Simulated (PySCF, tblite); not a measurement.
# C7H16N2Si: infrared bands and NMR shifts in gas and solvents, part 2 of 3

tblite 0.8.0 and PySCF 2.14.0. Atoms count from 0. The steps go on from the part before.

**5. Nuclear shieldings: PBE0/pcSseg-1**

The job: settings as JSON, then the geometry in Å.

```
{"job": {"kind": "nmr", "xc": "PBE0", "basis": "pcSseg-1"}, "charge": 0, "multiplicity": 1}
C     -1.819458    -1.969268    -0.549610
C     -1.393042    -0.507943    -0.668697
C     -2.120531     0.362375     0.359715
C      0.099207    -0.368335    -0.535371
N      0.742501    -0.877977     0.448102
N      2.069672    -0.555877     0.365677
Si     3.167566    -1.313902     1.491215
C      2.368970     0.029463    -0.941542
C      0.984464     0.477508    -1.433645
C      0.712567     1.969517    -1.247603
H     -2.909493    -2.072289    -0.664836
H     -1.330704    -2.592509    -1.313373
H     -1.532870    -2.364940     0.436252
H     -1.661269    -0.146588    -1.677269
H     -1.854861     1.424952     0.257135
H     -3.212813     0.272198     0.249699
H     -1.846762     0.045317     1.377528
H      4.476132    -0.617583     1.305649
H      3.372228    -2.778585     1.244666
H      2.667549    -1.131965     2.882693
H      2.802137    -0.726051    -1.624709
H      3.086030     0.860562    -0.855836
H      0.838177     0.213575    -2.493578
H     -0.315822     2.229263    -1.541432
H      0.849836     2.259310    -0.194229
H      1.398154     2.573085    -1.862404
```

Method: GIAO PBE0/pcSseg-1 NMR shielding, non-relativistic, gas phase.

Output:

```text
coarse grid: 21272 points
cycle   1  E = -674.6043072061  dE =  1.026e+00  |g| = 4.342e-01  |ddm| = 4.498e+00
cycle   2  E = -674.6025899567  dE =  1.717e-03  |g| = 4.521e-01  |ddm| = 8.650e-01
cycle   3  E = -674.6548026457  dE = -5.221e-02  |g| = 4.834e-02  |ddm| = 4.620e-01
cycle   4  E = -674.6551275090  dE = -3.249e-04  |g| = 2.812e-02  |ddm| = 6.037e-02
cycle   5  E = -674.6552619466  dE = -1.344e-04  |g| = 1.338e-02  |ddm| = 3.578e-02
cycle   6  E = -674.6553012635  dE = -3.932e-05  |g| = 2.958e-03  |ddm| = 1.352e-02
cycle   7  E = -674.6553033082  dE = -2.045e-06  |g| = 3.980e-04  |ddm| = 3.026e-03
final grid: 198320 points
cycle   8  E = -674.7130741806  dE = -5.581e-05  |g| = 9.303e-03  |ddm| = 4.430e-02
cycle   9  E = -674.7130665774  dE =  7.603e-06  |g| = 1.086e-02  |ddm| = 1.902e-02
cycle  10  E = -674.7130964658  dE = -2.989e-05  |g| = 8.903e-04  |ddm| = 1.070e-02
cycle  11  E = -674.7130965758  dE = -1.100e-07  |g| = 5.341e-04  |ddm| = 1.205e-03
cycle  12  E = -674.7130966380  dE = -6.217e-08  |g| = 1.062e-04  |ddm| = 5.374e-04
cycle  13  E = -674.7130966402  dE = -2.210e-09  |g| = 4.254e-05  |ddm| = 1.273e-04
cycle  14  E = -674.7130966406  dE = -3.654e-10  |g| = 9.491e-06  |ddm| = 4.072e-05
converged SCF energy = -674.7130966406

GIAO shielding tensors (ppm)
atom      isotropic    diamagn.    paramagn.     s11        s22        s33       span
  0 C      160.330     246.067     -85.737    143.475    155.080    182.436     38.960
  1 C      153.572     244.901     -91.329    143.470    154.232    163.014     19.545
  2 C      157.420     247.848     -90.428    143.205    146.421    182.635     39.431
  3 C       19.139     258.311    -239.172    -77.966     36.348     99.033    176.999
  4 N     -109.817     326.443    -436.260   -401.690    -83.572    155.811    557.501
  5 N      142.257     329.500    -187.242     63.056    105.155    258.560    195.504
  6 Si     406.781     880.145    -473.364    363.379    387.424    469.539    106.159
  7 C      126.639     245.859    -119.220     96.303    127.749    155.864     59.561
  8 C      137.573     250.128    -112.555    108.790    143.572    160.357     51.566
  9 C      164.756     248.270     -83.513    148.201    164.318    181.750     33.549
 10 H       30.340      29.015       1.325     25.949     27.788     37.281     11.332
 11 H       30.099      29.919       0.180     25.852     28.011     36.433     10.581
 12 H       29.665      30.497      -0.832     25.692     29.022     34.281      8.589
 13 H       29.116      33.390      -4.275     25.653     28.381     33.313      7.659
 14 H       30.080      31.718      -1.638     25.317     29.945     34.977      9.660
 15 H       30.153      30.082       0.070     25.917     27.445     37.097     11.180
 16 H       29.980      31.488      -1.507     26.692     28.810     34.439      7.747
 17 H       26.721      27.972      -1.250     23.191     25.682     31.291      8.100
 18 H       26.547      28.183      -1.635     23.031     24.620     31.991      8.960
 19 H       26.376      29.077      -2.701     22.945     24.918     31.265      8.319
 20 H       27.931      30.133      -2.202     22.202     27.709     33.880     11.678
 21 H       28.211      30.744      -2.533     24.315     27.909     32.408      8.093
 22 H       28.784      32.895      -4.111     25.895     27.157     33.300      7.405
 23 H       30.125      31.140      -1.015     25.021     29.751     35.604     10.583
 24 H       30.272      31.512      -1.240     27.031     28.937     34.848      7.817
 25 H       30.335      29.266       1.069     25.835     27.669     37.501     11.666
```

Run time: 82 s. Hardware: 1 thread of Arm Neoverse V1, shared host; peak memory 1.2 GiB.

Shifts follow as δ = σ(reference) − σ, with reference shieldings (ppm) from runs at the same level and on the same kind of geometry: 1H TMS 31.27, 13C TMS 184.4, 29Si TMS 352.0, 15N NH3 265.7. The references are single molecules in the gas phase, so shifts against H2O, NH3, PH3, H3PO4 or CFCl3 are not on the usual liquid scales and can be off by tens of ppm. Atoms listed in one row are averaged.

| atoms | environment | σ (ppm) | δ (ppm) | δ scaled to CDCl3 |
| --- | --- | --- | --- | --- |
| C3 | C=N carbon | 19.1 | 165.3 | 160.0 |
| C7 | sp3 CH2 bonded to N | 126.6 | 57.8 | 55.6 |
| C8 | sp3 CH in a ring | 137.6 | 46.8 | 45.0 |
| C1 | sp3 CH | 153.6 | 30.8 | 29.4 |
| C2 | methyl carbon | 157.4 | 27.0 | 25.7 |
| C0 | methyl carbon | 160.3 | 24.1 | 22.9 |
| C9 | methyl carbon | 164.8 | 19.7 | 18.6 |
| H17, H18, H19 | hydrogen on a silicon bonded to N | 26.55 | 4.72 | – |
| H20 | hydrogen on an sp3 CH2 bonded to N | 27.93 | 3.34 | 3.38 |
| H21 | hydrogen on an sp3 CH2 bonded to N | 28.21 | 3.06 | 3.11 |
| H22 | hydrogen on an sp3 CH in a ring | 28.78 | 2.48 | 2.57 |
| H13 | hydrogen on an sp3 CH | 29.12 | 2.15 | 2.26 |
| H10, H11, H12 | hydrogen on a methyl carbon | 30.03 | 1.23 | 1.38 |
| H14, H15, H16 | hydrogen on a methyl carbon | 30.07 | 1.20 | 1.35 |
| H23, H24, H25 | hydrogen on a methyl carbon | 30.24 | 1.02 | 1.19 |
| N4 | imine nitrogen | -109.8 | 375.5 | – |
| N5 | nitrogen bonded to C, N, Si, in a 5-membered ring | 142.3 | 123.4 | – |
| Si6 | silicon bonded to N, 3 H | 406.8 | -54.8 | – |

The scaled column applies a straight-line fit of computed shieldings to shifts measured in CDCl3 (root-mean-square error 0.21 ppm for H, 2.0 ppm for C).

Charges from the same density, by scheme (e):

| atoms | Mulliken | IAO | Hirshfeld | ESP fit |
| --- | --- | --- | --- | --- |
| C0 | -0.20 | -0.40 | -0.12 | -0.48 |
| C1 | -0.29 | -0.10 | -0.02 | 0.32 |
| C2 | -0.21 | -0.40 | -0.12 | -0.38 |
| C3 | 0.12 | 0.09 | 0.06 | 0.10 |
| N4 | -0.20 | -0.19 | -0.11 | -0.41 |
| N5 | -0.61 | -0.39 | -0.13 | -0.02 |
| Si6 | 0.65 | 0.73 | 0.34 | 0.39 |
| C7 | 0.13 | -0.17 | -0.03 | -0.30 |
| C8 | -0.39 | -0.13 | -0.03 | 0.34 |
| C9 | -0.22 | -0.41 | -0.11 | -0.48 |

Mayer bond orders: C0–C1 1.04, C1–C2 1.02, C1–C3 0.96, C3–N4 1.78, N4–N5 1.05, N5–Si6 0.90, N5–C7 0.87, C7–C8 1.02, C8–C9 1.01, C8–C3 0.93.

Ring of atoms C3, N4, N5, C7, C8: NICS(0) -3.5, NICS(1) -3.4, NICS(1)zz -3.8 ppm (means of both faces).

Orbitals, density, ELF and potential are computed afterwards from the orbital file.

Frontier orbitals at PBE0/pcSseg-1, with the share of their density that lies nearest to each atom:

```csv
orbital,energy (eV),lies on
HOMO,-5.83,N5 41 %; C3 20 %; N4 11 %
LUMO,0.23,N4 32 %; C3 30 %
```

ELF in a plane through or near 8 of the atoms.

Ten even steps from '0' (0.00) to '9' (1.00):
```
0000000000000000000000000000
0000000000000000000000000000
0000000000000000000000000000
0000014640000000000000000000
0000069995000001786000000000
0000079997100004999100000000
0000037653016820998367200000
0004664105438960154464000000
0019999239773461366100000000
0019999136365847734200000000
0002640015720636656100000000
0000000588554662023000000000
0000001999625861000000000000
0000001998115358810000000000
0000000000089769991000000000
0000000000599947960000000000
0000000000399920100000000000
0000000000025200000000000000
0000000000000000000000000000
0000000000000000000000000000
```
The map spans 13.8 Å across and 11.8 Å up, centred on the molecule. Atoms in the plane (x, y in Å): C1 (1.8, 0.2), C3 (0.3, 0.0), N4 (-0.5, 0.9), N5 (-1.8, 0.5), C9 (-0.1, -2.4), H12 (1.7, 2.4), H21 (-2.6, -1.5), H25 (-0.7, -3.3).

On the surface of density 0.002 e/bohr³ the electrostatic potential runs, from the 1st to the 99th percentile, from -1.35 V near N4 to 0.81 V near H17.

**6. Shielding tensors: PBE/pcSseg-1**

Settings changed since step 5:

```diff
@@ -1,2 +1,2 @@
-{"job": {"kind": "nmr", "xc": "PBE0", "basis": "pcSseg-1"}, "charge": 0, "multiplicity": 1}
+{"job": {"kind": "nmr", "xc": "PBE", "basis": "pcSseg-1", "pop": false}, "charge": 0, "multiplicity": 1}
 C     -1.819458    -1.969268    -0.549610
```

Method: GIAO PBE/pcSseg-1 NMR shielding, non-relativistic, gas phase.

Output:

```text
coarse grid: 21272 points
cycle   1  E = -674.4402313080  dE =  7.524e-01  |g| = 6.605e-01  |ddm| = 4.568e+00
cycle   2  E = -674.2813957600  dE =  1.588e-01  |g| = 1.009e+00  |ddm| = 1.761e+00
cycle   3  E = -674.5571666729  dE = -2.758e-01  |g| = 1.242e-01  |ddm| = 1.217e+00
cycle   4  E = -674.5584892584  dE = -1.323e-03  |g| = 1.061e-01  |ddm| = 2.286e-01
cycle   5  E = -674.5609688042  dE = -2.480e-03  |g| = 2.500e-02  |ddm| = 1.053e-01
cycle   6  E = -674.5610917810  dE = -1.230e-04  |g| = 1.001e-02  |ddm| = 3.309e-02
cycle   7  E = -674.5611116516  dE = -1.987e-05  |g| = 2.812e-03  |ddm| = 1.052e-02
cycle   8  E = -674.5611132851  dE = -1.634e-06  |g| = 6.693e-04  |ddm| = 3.169e-03
final grid: 198320 points
cycle   9  E = -674.6404246175  dE = -5.886e-05  |g| = 1.631e-02  |ddm| = 6.200e-02
cycle  10  E = -674.6403165073  dE =  1.081e-04  |g| = 2.604e-02  |ddm| = 4.133e-02
cycle  11  E = -674.6404916655  dE = -1.752e-04  |g| = 2.909e-03  |ddm| = 2.785e-02
cycle  12  E = -674.6404931116  dE = -1.446e-06  |g| = 1.359e-03  |ddm| = 3.750e-03
cycle  13  E = -674.6404935336  dE = -4.219e-07  |g| = 3.904e-04  |ddm| = 1.655e-03
cycle  14  E = -674.6404935662  dE = -3.262e-08  |g| = 8.274e-05  |ddm| = 3.446e-04
cycle  15  E = -674.6404935674  dE = -1.247e-09  |g| = 3.299e-05  |ddm| = 1.109e-04
cycle  16  E = -674.6404935677  dE = -2.387e-10  |g| = 8.786e-06  |ddm| = 4.304e-05
converged SCF energy = -674.6404935677

GIAO shielding tensors (ppm)
atom      isotropic    diamagn.    paramagn.     s11        s22        s33       span
  0 C      155.309     245.935     -90.626    137.981    149.177    178.769     40.788
  1 C      146.744     245.878     -99.134    136.310    147.863    156.059     19.749
  2 C      152.181     247.875     -95.694    137.776    139.726    179.042     41.266
  3 C       18.997     258.185    -239.188    -68.141     33.792     91.340    159.480
  4 N     -102.137     327.273    -429.410   -371.372    -80.551    145.510    516.881
  5 N      130.084     329.026    -198.942     52.966     93.394    243.894    190.928
  6 Si     393.955     881.224    -487.268    348.455    372.789    460.622    112.167
  7 C      120.006     247.221    -127.215     88.492    120.871    150.655     62.163
  8 C      130.610     251.024    -120.414    100.979    137.109    153.742     52.762
  9 C      159.740     248.432     -88.692    141.942    159.293    177.986     36.044
 10 H       30.244      28.828       1.416     26.092     27.798     36.841     10.749
 11 H       30.002      29.970       0.033     26.002     27.952     36.053     10.051
 12 H       29.618      30.751      -1.133     25.830     29.114     33.911      8.081
 13 H       28.889      33.360      -4.471     25.670     28.248     32.749      7.079
 14 H       29.985      32.021      -2.036     25.498     29.880     34.576      9.078
 15 H       30.027      29.925       0.102     26.001     27.443     36.637     10.636
 16 H       29.915      31.825      -1.910     26.862     28.853     34.030      7.168
 17 H       26.517      27.957      -1.439     23.070     25.531     30.951      7.881
 18 H       26.293      28.140      -1.847     22.779     24.350     31.751      8.973
 19 H       26.173      29.160      -2.987     22.789     24.758     30.974      8.185
 20 H       27.717      30.031      -2.314     22.104     27.683     33.365     11.262
 21 H       28.062      30.693      -2.631     24.397     27.869     31.921      7.524
 22 H       28.550      32.834      -4.284     25.841     27.145     32.665      6.824
 23 H       30.044      31.329      -1.284     25.151     29.765     35.217     10.066
 24 H       30.210      31.974      -1.764     27.178     28.927     34.525      7.346
 25 H       30.266      29.100       1.166     25.960     27.773     37.065     11.105
```

Run time: 95 s. Hardware: 1 thread of Arm Neoverse V1, shared host; peak memory 1 GiB.

This run: δ C3 161.0, C7 60.0, C8 49.4, C1 33.3, H17 4.87, H20 3.48 ppm (means over like atoms).

**7. Nuclear shieldings: PBE0/pcSseg-1 in benzene**

Settings changed since step 6:

```diff
@@ -1,2 +1,2 @@
-{"job": {"kind": "nmr", "xc": "PBE", "basis": "pcSseg-1", "pop": false}, "charge": 0, "multiplicity": 1}
+{"job": {"kind": "nmr", "xc": "PBE0", "basis": "pcSseg-1", "solvent": "benzene", "pop": true}, "charge": 0, "multiplicity": 1}
 C     -1.819458    -1.969268    -0.549610
```

Level: GIAO PBE0/pcSseg-1 NMR shielding, non-relativistic, IEF-PCM benzene.

Output:

```text
coarse grid: 21272 points
cycle   1  E = -674.6084475396  dE =  1.022e+00  |g| = 4.282e-01  |ddm| = 4.497e+00
cycle   2  E = -674.6086392507  dE = -1.917e-04  |g| = 4.366e-01  |ddm| = 8.151e-01
cycle   3  E = -674.6572982281  dE = -4.866e-02  |g| = 4.257e-02  |ddm| = 4.169e-01
cycle   4  E = -674.6576250925  dE = -3.269e-04  |g| = 1.784e-02  |ddm| = 5.060e-02
cycle   5  E = -674.6576642024  dE = -3.911e-05  |g| = 1.153e-02  |ddm| = 2.407e-02
cycle   6  E = -674.6576924870  dE = -2.828e-05  |g| = 2.525e-03  |ddm| = 1.095e-02
cycle   7  E = -674.6576938843  dE = -1.397e-06  |g| = 5.186e-04  |ddm| = 2.334e-03
final grid: 198320 points
cycle   8  E = -674.7154469602  dE = -5.612e-05  |g| = 9.281e-03  |ddm| = 4.429e-02
cycle   9  E = -674.7154402795  dE =  6.681e-06  |g| = 1.071e-02  |ddm| = 1.864e-02
cycle  10  E = -674.7154690363  dE = -2.876e-05  |g| = 9.926e-04  |ddm| = 1.020e-02
cycle  11  E = -674.7154691933  dE = -1.570e-07  |g| = 5.247e-04  |ddm| = 1.212e-03
cycle  12  E = -674.7154692544  dE = -6.115e-08  |g| = 7.679e-05  |ddm| = 5.019e-04
cycle  13  E = -674.7154692556  dE = -1.121e-09  |g| = 3.219e-05  |ddm| = 1.006e-04
cycle  14  E = -674.7154692558  dE = -2.169e-10  |g| = 6.793e-06  |ddm| = 3.105e-05
converged SCF energy = -674.7154692558

GIAO shielding tensors (ppm)
atom      isotropic    diamagn.    paramagn.     s11        s22        s33       span
  0 C      160.603     246.418     -85.815    143.804    155.229    182.776     38.972
  1 C      153.839     244.818     -90.979    143.357    154.708    163.452     20.094
  2 C      157.698     248.083     -90.385    143.457    146.650    182.987     39.530
  3 C       17.172     258.380    -241.208    -79.554     31.622     99.447    179.000
  4 N     -103.985     327.014    -430.999   -388.338    -79.765    156.149    544.487
  5 N      142.736     329.591    -186.855     64.061    105.750    258.397    194.336
  6 Si     406.774     880.162    -473.388    363.685    386.808    469.831    106.146
  7 C      126.914     245.869    -118.955     96.619    127.911    156.213     59.594
  8 C      137.535     250.024    -112.489    108.899    142.977    160.729     51.830
  9 C      165.056     248.437     -83.381    148.528    164.608    182.032     33.504
 10 H       30.292      29.006       1.286     25.887     27.723     37.267     11.380
 11 H       30.092      29.955       0.137     25.845     27.987     36.444     10.599
 12 H       29.750      30.627      -0.877     25.782     29.126     34.342      8.560
 13 H       29.027      33.301      -4.274     25.530     28.268     33.282      7.752
 14 H       30.027      31.704      -1.678     25.249     29.874     34.957      9.709
 15 H       30.114      30.056       0.058     25.870     27.382     37.089     11.220
 16 H       30.051      31.580      -1.529     26.751     28.895     34.506      7.756
 17 H       26.707      27.976      -1.269     23.173     25.658     31.291      8.118
 18 H       26.579      28.233      -1.654     23.057     24.642     32.036      8.979
 19 H       26.407      29.137      -2.730     22.974     24.949     31.298      8.324
 20 H       27.877      30.054      -2.177     22.156     27.620     33.855     11.699
 21 H       28.132      30.625      -2.493     24.184     27.823     32.389      8.205
 22 H       28.671      32.753      -4.081     25.769     27.020     33.224      7.455
 23 H       30.081      31.105      -1.024     24.961     29.686     35.598     10.637
 24 H       30.270      31.538      -1.268     26.996     28.952     34.861      7.865
 25 H       30.275      29.187       1.088     25.763     27.586     37.475     11.713
```

Run time: 69 s. Hardware: 1 thread of Arm Neoverse V1, shared host; peak memory 1.4 GiB.

In short: δ C3 167.7, C7 58.0, C8 47.3, C1 31.0, H17 4.69, H20 3.38 ppm (means over like atoms).

[end of part 2 of 3]
